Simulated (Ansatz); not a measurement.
# TaC+ (triplet): wave-function methods side by side, def2-TZVPP

The task here is to estimate one member of a computed series from the others.

Computed with Ansatz 0.2.0, Gaussian basis. Level: def2-TZVPP, core rule «outside noble gas», up to 5 orbitals frozen.

The runs, in order: UHF; ROHF; CCSD(T) on UHF.

2 further runs of the same task are left out: 2 set aside as unsound or not needed.

### The system

The geometry is a PBE0/def2-TZVP stationary point (not a proven minimum) of the parent state, kept for this charge and spin. No spin-orbit coupling is included. Elements past krypton take def2 core potentials.

2 atoms, charge 1, spin multiplicity 3.

Atoms are counted from 1 here; the program's logs count them from 0.

Bond lengths: Ta1–C2 1.665 Å.

The first run:

Input file in.yaml:

```yaml
crystal:
  periodic: [false, false, false]
  atoms:
    - {symbol: Ta, position_ang: [0.000000, 0.000000, 0.000000]}
    - {symbol: C, position_ang: [0.000000, 0.000000, 1.665400]}
basis:
  gaussian: {orbitals: def2-TZVPP}
total_charge: 1
magnetization: {spin_polarized: true, initial_magnetization: 2}
hamiltonian: {xc: hf}
output: {orbitals: {seedname: orbitals}}
```

Command:

```bash
$ ansatz run in.yaml --threads 1 --pin off --events-out ev --progress --plain --max-ram 2560MiB --backend cpu
```

Among the steps run: UHF; ROHF; CCSD(T) on UHF.

One of the session's tables, all rows but one given; the rest of the session is left out.

It belongs to the step «Misses and costs». 

```
  method  from UCCSD(T) (meV)
    ROHF              +7212.5
     UHF                    ?
    UMP2               +564.1
   UCCSD               +449.0
UCCSD(T)                    0
```

**Question.** Estimate the row for UHF.

The run gave: from UCCSD(T) (meV): +7002.1. In the column «from UCCSD(T) (meV)» it lies between UMP2 (+564.1) and ROHF (+7212.5).
